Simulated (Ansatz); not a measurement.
Below is the output of a Python script on the Python package of Ansatz (0.2.0) that makes a single point in a Gaussian basis of CH6AlNSi, SMILES [SiH3][CH]1[NH][AlH]1. Write a script that gives it. Use: PBE0-DH, cc-pVDZ basis, multiplicity 1.

```xyz
10

Si   -1.2352    0.4911   -0.4192
C    -0.0171   -0.6445    0.2657
N     0.7686    0.0059    1.2903
Al    1.8400   -0.3178   -0.3483
H    -1.7283    0.0395   -1.7611
H    -2.4338    0.6205    0.4811
H    -0.6769    1.8819   -0.5770
H    -0.2981   -1.6531    0.5294
H     1.1422   -0.7091    2.0139
H     2.7218    0.2345   -1.4719
```

```console
$ python run_energy.py
E = -17085.433128 eV = -627.8780865 Ha
converged: True  doubts: none
HOMO -6.087 eV, LUMO -1.777 eV, gap 4.310 eV
```

The script that was run (others could print the same):

`run_energy.py`:
```python
"""Single point of CH6AlNSi in a Gaussian basis."""

from pathlib import Path

import ansatz as az
from ase import Atoms

atoms = Atoms(["Si", "C", "N", "Al", "H", "H", "H", "H", "H", "H"], positions=[
    [-1.2352, 0.4911, -0.4192],
    [-0.0171, -0.6445, 0.2657],
    [0.7686, 0.0059, 1.2903],
    [1.84, -0.3178, -0.3483],
    [-1.7283, 0.0395, -1.7611],
    [-2.4338, 0.6205, 0.4811],
    [-0.6769, 1.8819, -0.577],
    [-0.2981, -1.6531, 0.5294],
    [1.1422, -0.7091, 2.0139],
    [2.7218, 0.2345, -1.4719],
])
molecule = az.Crystal.molecule_from_ase(atoms)

calculation = molecule.calculation()
calculation = calculation.basis(gaussian="cc-pVDZ")
calculation = calculation.functional(az.LibraryFunctional("PBE0-DH"))
calculation = calculation.orbitals()
res = calculation.run(threads=1, runs_dir="out")
summary = res.report

print(f"E = {summary['free_energy_ev']:.6f} eV = {summary['free_energy_ev'] / 27.211386246:.7f} Ha")
print("converged:", summary["converged"], " doubts:", summary["published_state_doubts"] or "none")

lines = Path(summary["orbitals_path"]).read_text().splitlines()
field_of = lambda key: [line.split("=")[1].strip() for line in lines if line.startswith(key)]
orbitals = [(27.211386 * float(e), s, float(n)) for e, s, n in zip(field_of("Ene="), field_of("Spin="), field_of("Occup="))]
homo = max(e for e, _, n in orbitals if n > 0.5)
lumo = min(e for e, _, n in orbitals if n < 0.5)
print(f"HOMO {homo:.3f} eV, LUMO {lumo:.3f} eV, gap {lumo - homo:.3f} eV")
```

What to keep in mind:
- Total energies depend on the basis set; only differences at equal settings carry meaning.
- The geometry is a force-field or estimated start, not a minimum of this method, and the basis set is short of its limit.
- Levels such as HOMO and LUMO are orbital energies: with these approximate functionals they aren't the ionisation energy and electron affinity, and their gap isn't the fundamental gap.
- For a double hybrid the total adds scaled second-order correlation to the self-consistent reference.
- The whole script took 7.9 s on 1 thread of Arm Neoverse V1, on a shared host, peak memory 0.25 GiB.
